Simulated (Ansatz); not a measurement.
# Ge2Si: the cost of one run

The runs use Ansatz 0.2.0, Gaussian basis; cc-pVDZ, core rule «outside noble gas», up to 33 orbitals frozen.

The runs, in order: UHF; CCSD(T) on ROHF; BCCD(T) on ROHF; CISD; CCSDT(Q) on ROHF; CCSDT(Q) on UHF; CASSCF and MRCISD+Q, 12 electrons in 12 orbitals; CASSCF and NEVPT2, 12 electrons in 12 orbitals.

7 further runs of the same task are left out: 3 that didn't finish, 4 set aside as unsound or not needed.

## 1. The system

The geometry is a PBE0/def2-TZVP stationary point (not a proven minimum) of the parent state, kept for this charge and spin. No spin-orbit coupling is included. The filled d shell of Ge may be among the frozen orbitals whatever the setting's name suggests; the logs give the count.

3 atoms, charge 0, spin multiplicity 3.

Atoms are counted from 1 here; the program's logs count them from 0.

Bond lengths: Ge1–Ge2 2.296 Å, Ge2–Si3 2.230 Å. Angles: Ge1–Ge2–Si3 79.3°.

## 2. UHF

in.yaml reads:

```yaml
crystal:
  periodic: [false, false, false]
  atoms:
    - {symbol: Ge, position_ang: [0.000000, -0.171481, 1.304403]}
    - {symbol: Ge, position_ang: [0.000000, 0.730925, -0.806524]}
    - {symbol: Si, position_ang: [0.000000, -1.446940, -1.287709]}
basis:
  gaussian: {orbitals: cc-pVDZ}
magnetization: {spin_polarized: true, initial_magnetization: 2}
hamiltonian: {xc: hf}
output: {orbitals: {seedname: orbitals}}
```

Run with:

```console
> ansatz run in.yaml --threads 1 --pin off --events-out ev --progress --plain --max-ram 2816MiB --backend cpu
```

Q: Estimate wall time and peak memory on 1 thread of AMD EPYC 7R13, shared host.

About 24 s, with a peak of 0.31 GiB.
